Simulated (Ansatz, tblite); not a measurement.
**C10H22O: a ladder of methods and basis sets**

The task here is to estimate one member of a computed series from the others.

The runs use Ansatz 0.2.0, Gaussian basis; as each input shows.

The runs, in order: GFN1-xTB, GFN2-xTB, PBE-D4/def2-TZVP, r2SCAN-D4/def2-TZVP, r2SCAN0-D4/def2-TZVP, BLYP-D4/def2-TZVP, PBE-D4/def2-SVP, PBE0-D4/def2-SVP, HF/STO-3G, HF/6-31G, B3LYP-D4/6-31G, MP2/def2-SVP, RPA/def2-SVP.

## The geometry

The geometry is that of the singlet, from an earlier relaxation (PBE0-D4/def2-SVP).

SMILES `CCCCCCCCCCO`, 33 atoms, charge 0, spin multiplicity 1.

Bond lengths: C1–C2 1.520 Å, C1–H12 1.102 Å, C1–H13 1.102 Å, C1–H14 1.101 Å, C2–C3 1.523 Å, C2–H15 1.105 Å, C2–H16 1.105 Å, C3–C4 1.522 Å, C3–H17 1.106 Å, C3–H18 1.106 Å, C4–C5 1.523 Å, C4–H19 1.106 Å, C4–H20 1.104 Å, C5–C6 1.526 Å, C5–H21 1.106 Å, C5–H22 1.104 Å, C6–C7 1.524 Å, C6–H23 1.106 Å and more. Angles: C2–C1–H12 111.3°, C2–C1–H13 111.3°, C2–C1–H14 111.7°, H12–C1–H13 107.2°, H12–C1–H14 107.5°, H13–C1–H14 107.5°, C1–C2–C3 113.5°, C1–C2–H15 109.6°, C1–C2–H16 109.6°, C3–C2–H15 109.1°, C3–C2–H16 109.1°, H15–C2–H16 105.6°, C2–C3–C4 113.8°, C2–C3–H17 109.3°, C2–C3–H18 109.3°, C4–C3–H17 109.3°, C4–C3–H18 109.3°, H17–C3–H18 105.5° and more.

PBE0-D4/def2-TZVP was run before; its log isn't repeated, and its numbers join the tables.

Set-up of the first run:

Tight binding, by tblite at 300 K electronic temperature and without a spin-polarisation term:

```python
tblite.interface.Calculator('GFN1-xTB', numbers, positions, charge=0, uhf=0).singlepoint()
```

Tight binding, by tblite at 300 K electronic temperature and without a spin-polarisation term:

```python
tblite.interface.Calculator('GFN2-xTB', numbers, positions, charge=0, uhf=0).singlepoint()
```

start.molden holds the orbitals of an earlier run on this state, given as this run's starting guess.

in.yaml reads:

```yaml
crystal:
  periodic: [false, false, false]
  atoms:
    - {symbol: C, position_ang: [5.610992, -0.142433, 0.376705]}
    - {symbol: C, position_ang: [4.162729, -0.297724, 0.812173]}
    - {symbol: C, position_ang: [3.167236, -0.169241, -0.332685]}
    - {symbol: C, position_ang: [1.715154, -0.329146, 0.094068]}
    - {symbol: C, position_ang: [0.726946, -0.200327, -1.058112]}
    - {symbol: C, position_ang: [-0.733706, -0.432637, -0.683831]}
    - {symbol: C, position_ang: [-1.314470, 0.608337, 0.266422]}
    - {symbol: C, position_ang: [-2.778907, 0.386406, 0.632880]}
    - {symbol: C, position_ang: [-3.759998, 0.514223, -0.526083]}
    - {symbol: C, position_ang: [-5.215191, 0.380285, -0.101250]}
    - {symbol: O, position_ang: [-5.525019, -0.880340, 0.433612]}
    - {symbol: H, position_ang: [5.786697, 0.843355, -0.083711]}
    - {symbol: H, position_ang: [5.888181, -0.905373, -0.368763]}
    - {symbol: H, position_ang: [6.304871, -0.240606, 1.225489]}
    - {symbol: H, position_ang: [4.025503, -1.278472, 1.301724]}
    - {symbol: H, position_ang: [3.924518, 0.455116, 1.584765]}
    - {symbol: H, position_ang: [3.298073, 0.813810, -0.821670]}
    - {symbol: H, position_ang: [3.404960, -0.919676, -1.109138]}
    - {symbol: H, position_ang: [1.582877, -1.315132, 0.577066]}
    - {symbol: H, position_ang: [1.488193, 0.418344, 0.874517]}
    - {symbol: H, position_ang: [0.830745, 0.800600, -1.516273]}
    - {symbol: H, position_ang: [1.010442, -0.918352, -1.847494]}
    - {symbol: H, position_ang: [-0.839535, -1.435730, -0.230406]}
    - {symbol: H, position_ang: [-1.332734, -0.459087, -1.609119]}
    - {symbol: H, position_ang: [-0.721345, 0.627899, 1.195806]}
    - {symbol: H, position_ang: [-1.201357, 1.612338, -0.183218]}
    - {symbol: H, position_ang: [-3.062345, 1.109206, 1.419725]}
    - {symbol: H, position_ang: [-2.880639, -0.617723, 1.085782]}
    - {symbol: H, position_ang: [-3.624153, 1.494812, -1.016401]}
    - {symbol: H, position_ang: [-3.551104, -0.253737, -1.289204]}
    - {symbol: H, position_ang: [-5.870500, 0.511875, -0.977011]}
    - {symbol: H, position_ang: [-5.468255, 1.195843, 0.609047]}
    - {symbol: H, position_ang: [-5.048880, -0.976711, 1.264590]}
basis:
  gaussian: {orbitals: def2-TZVP, initial_orbitals: start.molden}
hamiltonian: {xc: pbe, dispersion: d4}
scf: {omitted_lower_state_checks: [starts]}
output: {forces: true, orbitals: {seedname: orbitals}}
```

Started as:

```console
$ ansatz run in.yaml --threads 4 --pin off --events-out ev --progress --plain --max-ram 6963MiB
```

Steps of the session up to this table: PBE-D4/def2-TZVP; r2SCAN-D4/def2-TZVP; r2SCAN0-D4/def2-TZVP; BLYP-D4/def2-TZVP; PBE-D4/def2-SVP; PBE0-D4/def2-SVP; HF/STO-3G; HF/6-31G; B3LYP-D4/6-31G; MP2/def2-SVP; RPA/def2-SVP.

One of the session's tables, all rows but one given; the rest of the session is left out.

It belongs to the step «Binding energy». 

```
               level  binding an atom (eV)
           HF/STO-3G                 3.881
            HF/6-31G                 2.993
         HF/def2-SVP                 3.184
     PBE-D4/def2-SVP                 4.269
    PBE-D4/def2-TZVP                 4.228
   BLYP-D4/def2-TZVP                 4.125
 r2SCAN-D4/def2-TZVP                 4.157
      B3LYP-D4/6-31G                 4.087
    PBE0-D4/def2-SVP                     ?
   PBE0-D4/def2-TZVP                 4.180
r2SCAN0-D4/def2-TZVP                 4.121
        MP2/def2-SVP                 4.031
```

Estimate the missing values for PBE0-D4/def2-SVP.

As computed: binding an atom (eV): 4.226. In the column «binding an atom (eV)» it lies between PBE0-D4/def2-TZVP (4.180) and PBE-D4/def2-TZVP (4.228).

To keep in mind: Free atoms were run apart at each level; binding is atoms less cluster, divided by the number of atoms, without zero-point or spin-orbit terms.
